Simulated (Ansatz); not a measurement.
# Hf: stress in a strained cell

Aim: deform Hf (equal xy, yz and zx engineering shear strains of -2 %) and compute stress, forces and field gradients with LAPW, PAW and all-electron datasets made for the crystal.

Computed with Ansatz 0.2.0 (DFT PBEsol, scalar-relativistic, unless a step's input says otherwise).

## Step 1: The system as given

It takes space group Fm-3m (No. 225, cubic). Conventional cell: a = 4.440 Å, b = 4.440 Å, c = 4.440 Å, α = 90.00°, β = 90.00°, γ = 90.00°. Hf (site symmetry m-3m) has 12 Hf at 3.14 Å as nearest neighbours.

Coordinates:

```
Hf
1.0
     0.00000    2.22000    2.22000
     2.22000    0.00000    2.22000
     2.22000    2.22000    0.00000
Hf
1
Direct
  0.00000 0.00000 0.00000
```

## Step 2: After the deformation

Space group Fm-3m before, R-3m after.

## Step 3: All-electron LAPW

Input file input.yaml:

```yaml
crystal:
  lattice:
    - [-0.0444, 2.1978, 2.1978]
    - [2.1978, -0.0444, 2.1978]
    - [2.1978, 2.1978, -0.0444]
  atoms:
    - { symbol: Hf, position: [0.0, 0.0, 0.0] }
kpoints:
  mp_grid: { grid: [16, 16, 16] }
  band_path:
    path:
      - [0.0, 0.0, 0.0]
      - [0.5, 0.5, 0.5]
      - [0.2551801333, 0.5, 0.7448198667]
      - [-0.2551801333, 0.2551801333, 0.5]
      - [0.0, 0.0, 0.5]
      - [0.0, 0.0, 0.0]
      - [-0.3775900666, 0.0, 0.3775900666]
      - [0.0, 0.3775900666, 0.6224099334]
      - [0.0, 0.5, 0.5]
    npoints: 5
scf:
  occupations: { method: fermi_dirac, width: 0.03 }
hamiltonian:
  xc: pbesol
  pseudopotentials: { kind: all_electron, lapw: { basis_error: 0.00025 } }
output:
  forces: true
  stress: true
  eigenvalues: true
```

The run is started by

```sh
> ansatz run input.yaml --threads 1 --pin off --max-ram 3072MiB --backend cpu --events-out ev --progress --plain --runs-dir out
```

## Step 4: PAW on the default files

Input file input.yaml:

```yaml
crystal:
  lattice:
    - [-0.0444, 2.1978, 2.1978]
    - [2.1978, -0.0444, 2.1978]
    - [2.1978, 2.1978, -0.0444]
  atoms:
    - { symbol: Hf, position: [0.0, 0.0, 0.0] }
kpoints:
  mp_grid: { grid: [16, 16, 16] }
scf:
  occupations: { method: fermi_dirac, width: 0.03 }
hamiltonian:
  xc: pbesol
  pseudopotentials: { kind: paw }
output:
  forces: true
  stress: true
  eigenvalues: true
  efg: { contact_densities: true }
  write_density: true
  write_potential: true
  elf: true
  volumetric_format: npy
```

## Step 5: Datasets made for this crystal

input.yaml, as its differences from that of step 4:

```diff
@@ -13,3 +13,3 @@
   xc: pbesol
-  pseudopotentials: { kind: paw }
+  pseudopotentials: { kind: all_electron, datasets: crystal }
 output:
@@ -19,5 +19 @@
   efg: { contact_densities: true }
-  write_density: true
-  write_potential: true
-  elf: true
-  volumetric_format: npy
```

(Steps that only read results are left out.)

**Question.** What will these runs give? Wanted: pressure; largest shear or deviatoric stress.

The runs gave:

```
                                 quantity                                              value
                                 pressure  LAPW -1.51, PAW -1.53, crystal datasets -1.51 GPa
largest shear or deviatoric stress (LAPW)                                           1.18 GPa
```

The largest part of the stress beyond the pressure is 1.18 GPa in size. No run of the undeformed cell stands beside it, so the pressure holds what the given cell had before the change. PAW: stress within 0.03 GPa of LAPW. Crystal datasets: stress within 0.01 GPa of LAPW. Spin-orbit coupling is left out, though the cell holds Hf; in elements this heavy it can shift bands and gaps by tenths of an eV.
